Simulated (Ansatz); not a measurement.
# BBrF2 (SMILES FB(F)Br) at HF/3-21G

What is the electronic atomisation energy of BBrF2 at HF/3-21G? 

Program for the calculation: Ansatz 0.2.0.

45 further runs of the same task are left out: 3 that didn't finish, 42 set aside as unsound or not needed.

### Step 1. The system as given

BBrF2 has 4 atoms, charge 0, and is taken as a singlet. As SMILES, `FB(F)Br`. Geometry: relaxed at PBE0-D4/def2-TZVP.

Bond lengths: F1–B2 1.309 Å, B2–F3 1.309 Å, B2–Br4 1.903 Å. Angles: F1–B2–F3 119.2°, F1–B2–Br4 120.4°, F3–B2–Br4 120.4°.

### Step 2. The energy at HF/3-21G

Contents of run.yaml:

```yaml
crystal:
  periodic: [false, false, false]
  atoms:
    - {symbol: F, position_ang: [-0.215650, -1.366490, -0.109870]}
    - {symbol: B, position_ang: [-0.127940, -0.063330, -0.022770]}
    - {symbol: F, position_ang: [-1.212420, 0.659630, -0.144250]}
    - {symbol: Br, position_ang: [1.556010, 0.770190, 0.276890]}
basis:
  gaussian:
    orbitals: 3-21G-spherical.json
output:
  orbitals: {seedname: orbitals}
accuracy: high
hamiltonian:
  xc: hf
```

The basis set 3-21G is read from a file made from the Basis Set Exchange's data (not shown).

The run is started by

```bash
ansatz run run.yaml --threads 1 --pin off --max-ram 3480MiB --events-out events.jsonl --progress --plain --runs-dir runs
```

The log of the run:

```text
Warning: RAYON_NUM_THREADS=1 ignored (pool sized by the plan → 1); use --threads N
Functional definition: HF
  name "HF"
  exchange = exact_x
  correlation = 0
865 factors; integrals over basis functions are off by at most 8.4e-9 eV
mean field evaluation 1: about -75715.2190 eV, gradient 2.9e1 eV
mean field evaluation 2: about -75715.3787 eV, gradient 3.0e1 eV
mean field evaluation 4: about -75717.3169 eV, gradient 1.5e0 eV
mean field evaluation 8: about -75717.3380 eV, gradient 6.5e-2 eV
mean field evaluation 16: about -75717.3380 eV, gradient 1.2e-8 eV
mean field -75717.33801044 eV, -2782.5608488288 hartree, gradient 1.2e-8 eV, S^2 0.000000; 0 other end points of the search recorded, 0 dependent functions left out
reference -75717.33801044 eV, -2782.5608488288 hartree; 29, 29 occupied and 20, 20 virtual orbitals, 865 factors
Total energy: -75717.33801044 eV, -2782.5608488288 hartree
```

It took 0.5 s on 1 thread of Arm Neoverse V1, shared host; peak memory 0.1 GiB.

### Step 3. The B atom at the same level

Contents of molecule.yaml:

```yaml
crystal:
  periodic: [false, false, false]
  atoms:
    - symbol: B
      position_ang: [0.000000, 0.000000, 0.000000]
basis:
  gaussian: {orbitals: 3-21G.json}
magnetization: {spin_polarized: true, initial_magnetization: 1}
hamiltonian: {xc: hf}
accuracy: high
```

The basis set 3-21G is read from a file made from the Basis Set Exchange's data (not shown).

Run the same way, it converges to -24.38976 Eh (log not shown).

### Step 4. The Br atom at the same level

Contents of job.yaml:

```yaml
crystal:
  periodic: [false, false, false]
  atoms:
    - {symbol: Br, position_ang: [0.000000, 0.000000, 0.000000]}
basis:
  gaussian:
    orbitals: 3-21G-spherical.json
magnetization:
  spin_polarized: true
  initial_magnetization: 1
hamiltonian:
  xc: hf
accuracy: high
```

The basis set 3-21G is read from a file made from the Basis Set Exchange's data (not shown).

Run the same way, it converges to -2560.03523 Eh (log not shown).

### Step 5. The F atom, same level

Contents of in.yaml:

```yaml
crystal:
  periodic: [false, false, false]
  atoms:
    - {symbol: F, position_ang: [0.000000, 0.000000, 0.000000]}
basis:
  gaussian:
    orbitals: 3-21G.json
magnetization:
  spin_polarized: true
  initial_magnetization: 1
hamiltonian:
  xc: hf
accuracy: high
```

The basis set 3-21G is read from a file made from the Basis Set Exchange's data (not shown).

Run the same way, it converges to -98.84501 Eh (log not shown).

### Step 6. What came out

Level: HF/3-21G.

| quantity | value |
| --- | --- |
| molecule: total energy | -2782.56085 Eh |
| molecule: HOMO energy | -12.04 eV |
| molecule: LUMO energy | 3.79 eV |
| molecule: HOMO–LUMO gap | 15.83 eV |
| B atom: total energy | -24.38976 Eh |
| B atom: ⟨S²⟩ | 0.750 |
| Br atom: total energy | -2560.03523 Eh |
| Br atom: ⟨S²⟩ | 0.750 |
| F atom: total energy | -98.84501 Eh |
| F atom: ⟨S²⟩ | 0.750 |
| electronic atomisation energy | 12.132 eV |

Taking the molecule apart into free atoms costs 12.13 eV (1171 kJ/mol), before zero-point energy and without spin-orbit coupling. Hartree–Fock lacks the correlation of the bonding pairs, which as a rule makes this value much too low; in minimal bases other errors can mask that. The basis has no polarisation functions, which makes bonds too weak.
